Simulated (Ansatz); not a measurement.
A nudged elastic band was laid between two geometries of a periodic cell of 25 atoms, HW12C12 (surface WC(001), adsorbate H).

All numbers below come from Ansatz 0.2.0, DFT PBE, scalar-relativistic, plane waves, PAW. Settings: PAW set soft_1, cutoff 420 eV, k mesh 3x3x1, fermi-dirac smearing 0.15 eV, no spin polarisation.

```json
{
  "movable images": "5",
  "climbing image": "yes",
  "spring": "5.0 eV/Å²",
  "optimiser": "fire",
  "start path": "straight line",
  "force threshold": "0.03 eV/Å",
  "iteration limit": "45",
  "end points": "relaxed",
  "atoms held": "1, 2, 7, 8, 13, 14, 19, 20"
}
```

Image 0:

```xyz
25
Lattice="5.7641 0.0000 0.0000 -2.8821 4.9919 0.0000 0.0000 0.0000 19.0597" Properties=species:S:1:pos:R:3
W 0.000 0.000 1.000
C 1.441 0.832 2.412
W 0.000 0.000 3.854
C 1.442 0.831 5.231
W 0.000 0.003 6.761
C 1.428 0.839 7.884
W -1.441 2.496 1.000
C 0.000 3.328 2.412
W -1.441 2.496 3.854
C 0.000 3.329 5.231
W -1.437 2.493 6.761
C 0.000 3.313 7.884
W 2.882 0.000 1.000
C 4.323 0.832 2.412
W 2.882 0.000 3.850
C 4.322 0.831 5.231
W 2.882 -0.001 6.764
C 4.336 0.838 7.884
W 1.441 2.496 1.000
C 2.882 3.328 2.412
W 1.441 2.496 3.854
C 2.882 3.328 5.249
W 1.438 2.493 6.761
C 2.882 3.327 8.002
H 0.000 -1.664 9.093
```

Image 6:

Only the atoms that move by more than 0.05 Å are listed.
```
C18 4.323 0.831 8.002
C24 2.895 3.334 7.884
H25 -1.441 0.832 9.093
```

Which bonds break or form, and what moves?

Contacts lost: C24–H25. Contacts made: C18–H25. The atom that moves furthest is H25, by 2.88 Å; four of its nearest neighbours are C24 1.09, W5 2.87, W23 2.87, W11 2.87 Å at the first end and C18 1.09, W11 2.87, W17 2.87, W5 2.87 Å at the last.

Give the energies along the band, and the barrier.

The run converged. The highest image is number 3 of 0 to 6, 1.59 eV above the ends, which have the same energy within 2 meV. By the program's own check the climbing image is of a kind that is not told: the force calls were inconclusive, a negative curvature could not be distinguished from the path's own, the only one lies far off the path, or fixed occupations may fill a level only in part (lowest curvatures found: -10.88 and 0.90 eV/Å²). Limits of this set-up: coarse k mesh, thin slab, slab without dipole correction, odd electron count without spin.

```csv
image,path coordinate (Å),energy (eV),C24–H25 (Å),C18–H25 (Å)
0,0.00,0.00,1.09,3.12
1,0.55,0.20,1.09,2.67
2,1.10,0.81,1.13,2.13
3,1.65,1.59,1.50,1.50
4,2.20,0.81,2.13,1.13
5,2.75,0.20,2.67,1.09
6,3.30,0.00,3.12,1.09
```

What is the geometry of the highest image?


```xyz
25
Lattice="5.7641 0.0000 0.0000 -2.8821 4.9919 0.0000 0.0000 0.0000 19.0597" Properties=species:S:1:pos:R:3:forces:R:3
W 0.000 0.000 1.000 -0.01 -0.01 0.70
C 1.441 0.832 2.412 0.01 0.01 -0.75
W -0.002 -0.001 3.847 0.00 0.00 0.01
C 1.437 0.829 5.223 0.00 0.00 0.01
W 0.016 0.009 6.733 0.00 0.00 0.01
C 1.471 0.849 7.871 0.01 0.01 0.00
W -1.441 2.496 1.000 -0.01 0.00 0.76
C 0.000 3.328 2.412 -0.04 -0.02 -0.72
W -1.444 2.494 3.856 0.00 0.00 0.01
C -0.010 3.322 5.241 0.00 0.00 0.01
W -1.452 2.489 6.803 0.00 0.00 0.00
C 0.003 3.329 7.897 0.00 0.00 0.01
W 2.882 0.000 1.000 0.00 -0.01 0.70
C 4.323 0.832 2.412 -0.02 0.01 -0.73
W 2.880 -0.004 3.849 0.00 0.00 0.00
C 4.321 0.833 5.245 0.00 0.00 0.00
W 2.885 -0.006 6.765 0.00 0.00 0.00
C 4.326 0.790 7.944 0.00 0.01 0.00
W 1.441 2.496 1.000 0.00 0.01 0.70
C 2.882 3.328 2.412 0.00 -0.02 -0.73
W 1.437 2.496 3.849 0.00 0.00 0.00
C 2.881 3.325 5.245 0.00 0.00 0.00
W 1.437 2.501 6.765 0.00 0.00 0.00
C 2.848 3.351 7.944 0.01 -0.01 0.00
H -0.624 -0.361 8.467 0.00 0.00 0.00
```

The run took 52 min on 4 threads of Arm Neoverse V2, with other jobs on the host, peak memory 3.3 GiB.
